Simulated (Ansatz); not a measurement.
**AsHF₂ (triplet): wave-function methods side by side, cc-pVDZ**

One table from this session's results is given with a row withheld; the runs are named, their logs left out.

The runs use Ansatz 0.2.0, Gaussian basis; cc-pVDZ, core rule «outside noble gas», up to 16 orbitals frozen.

The runs, in order: UHF; CCSD(T) on ROHF; CCSD(T) on UHF; BCCD(T) on ROHF; CISD as a restricted active space (open shells left free, so some higher excitations enter); CCSDT(Q) on ROHF; CCSDT(Q) on UHF.

14 further runs of the same task are left out: 8 for a known fault of the program, 6 set aside as unsound or not needed. Runs told in other sessions of the task aren't counted.

## The system

The geometry is a PBE0/def2-TZVP stationary point (not a proven minimum). No spin-orbit coupling is included. The filled d shell of As may be among the frozen orbitals whatever the setting's name suggests.

4 atoms, charge 0, spin multiplicity 3.

Atoms are counted from 1 here; the program's logs count them from 0.

Bond lengths: As1–F2 1.793 Å, As1–F3 1.793 Å, As1–H4 1.510 Å. Angles: F2–As1–F3 161.7°, F2–As1–H4 99.2°, F3–As1–H4 99.2°.

Geometry (Å):

```xyz
4
charge 0, multiplicity 3
As    0.00000   -0.08197    0.00000
F     0.00000    0.20386   -1.76971
F     0.00000    0.20386    1.76971
H     0.00000   -1.59199    0.00000
```

Set-up of the first run:

Contents of in.yaml:

```yaml
crystal:
  periodic: [false, false, false]
  atoms:
    - {symbol: As, position_ang: [0.000000, -0.081970, 0.000000]}
    - {symbol: F, position_ang: [0.000000, 0.203857, -1.769710]}
    - {symbol: F, position_ang: [0.000000, 0.203857, 1.769710]}
    - {symbol: H, position_ang: [0.000000, -1.591993, 0.000000]}
basis:
  gaussian: {orbitals: cc-pVDZ}
magnetization: {spin_polarized: true, initial_magnetization: 2}
hamiltonian: {xc: hf}
output: {orbitals: {seedname: orbitals}}
```

Started as:

```sh
$ ansatz run in.yaml --threads 1 --pin off --events-out ev --progress --plain --max-ram 4096MiB --backend cpu
```

Among the steps run: UHF; CCSD(T) on ROHF; CCSD(T) on UHF; BCCD(T) on ROHF; CISD as a restricted active space (open shells left free, so some higher excitations enter); CCSDT(Q) on ROHF; CCSDT(Q) on UHF.

One table of the session follows, with a row left open; its other results are not shown here.

```
   method  from UCCSDT(Q) (kcal/mol)
     ROHF                    +316.47
      UHF                    +312.02
     RMP2                     +16.30
     UMP2                     +17.46
    RCCSD                      +7.94
    UCCSD                      +7.64
 RCCSD(T)                      +1.62
 UCCSD(T)                      +1.54
  BCCD(T)                      +1.49
   RCCSDT                      +1.03
   UCCSDT                          ?
RCCSDT(Q)                      +0.29
UCCSDT(Q)                          0
```

Estimate the missing values for UCCSDT.

As computed: from UCCSDT(Q) (kcal/mol): +0.87. In the column «from UCCSDT(Q) (kcal/mol)» it lies between RCCSDT(Q) (+0.29) and RCCSDT (+1.03).

Not comparable, so not listed: CISD as a restricted active space (open shells left free, so some higher excitations enter) (they don't share determinant, frozen orbitals or solution with the rows shown, or repeat one).

Caveats from the session: Restricted and unrestricted rows rest on different reference determinants; a gap between their highest levels can come from leftover correlation error, from unlike frozen cores or from another state.
